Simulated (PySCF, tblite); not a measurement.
# C4H7NOSi: geometry, infrared bands and NMR shifts

Aim: predict the infrared bands and NMR shifts of C4H7NOSi (`CN[Si@@H]1C=CC1=O`).

Programs: tblite 0.8.0 and PySCF 2.14.0, with density-fitted response routines of our own. Each step states its level of theory. These are calculated values for one molecule in the gas phase, unless marked as measured. Atoms count from 0, in the outputs and in this text.

## 1. The starting structure

14 atoms, charge 0, multiplicity 1; geometry from: force field or distance geometry start.

Bonds of the start (Å): C0–N1 1.43, N1–Si2 1.77, Si2–C3 1.79, C3–C4 1.31, C4–C5 1.46, C5–O6 1.26, C5–Si2 1.79, C0–H7 1.10, C0–H8 1.10, C0–H9 1.12, N1–H10 1.03, Si2–H11 1.47, C3–H12 1.11, C4–H13 1.08.

## 2. Geometry optimisation with GFN2-xTB

Job settings and geometry (Å):

```
{"job": {"kind": "relax", "xc": "GFN2-xTB", "basis": "xTB"}, "charge": 0, "multiplicity": 1}
C     -2.383800    -0.163400     0.525800
N     -1.056300     0.103900     0.985800
Si     0.203100    -0.117600    -0.236000
C      1.647100    -0.995600     0.346100
C      2.497600     0.000500     0.432900
C      1.570300     1.024500    -0.037600
O      1.726500     2.263900    -0.218200
H     -2.387400    -0.951600    -0.237500
H     -2.876800     0.758700     0.175700
H     -3.011500    -0.548400     1.371300
H     -0.996700     1.032200     1.417600
H     -0.273100    -0.391800    -1.595400
H      1.806200    -2.065400     0.606400
H      3.534300     0.049700     0.721000
```

The run is started by

```
OMP_NUM_THREADS=1 python probes_run.py task.json out
```

This one command runs all jobs of the session in turn.

**Question.** This job is followed by: GFN2-xTB harmonic vibrations, gas phase; GIAO PBE0/pcSseg-1 NMR shielding, non-relativistic, gas phase. Predict these results of the whole session: strongest single infrared mode (GFN2-xTB); zero-point energy (GFN2-xTB); ¹³C shifts against TMS (PBE0/pcSseg-1); ¹H shifts against TMS (PBE0/pcSseg-1, means over atoms taken as alike); ¹⁵N shifts against NH3 (PBE0/pcSseg-1); ²⁹Si shifts against TMS (PBE0/pcSseg-1); ¹⁷O shifts against H2O (PBE0/pcSseg-1).

The runs gave:

| quantity | value |
| --- | --- |
| strongest single infrared mode (GFN2-xTB) | 1778 cm⁻¹, 385 km/mol |
| zero-point energy (GFN2-xTB) | 63.6 kcal/mol |
| ¹³C shifts against TMS (PBE0/pcSseg-1) | 230.5, 203.6, 177.0, 33.1 ppm |
| ¹H shifts against TMS (PBE0/pcSseg-1, means over atoms taken as alike) | 10.00, 7.88, 5.56, 2.95, 0.86 ppm |
| ¹⁵N shifts against NH3 (PBE0/pcSseg-1) | 34.8 ppm |
| ²⁹Si shifts against TMS (PBE0/pcSseg-1) | -0.4 ppm |
| ¹⁷O shifts against H2O (PBE0/pcSseg-1) | 773.7 ppm |

What this shows: Over 89 steps the energy fell by 0.879 eV; of the close pairs, Si2–C5 changed most, 1.792 to 1.942 Å. All 36 modes are real, so the xTB geometry is a minimum. The strongest single mode, at 1778 cm⁻¹, moves mainly C5 and O6. Unscaled tight-binding wavenumbers are off by several per cent, some by more. Its intensities can rank the bands wrongly. At PBE0/pcSseg-1: Shielding is most anisotropic at O6 (span 1547 ppm, paramagnetic term -836 ppm).
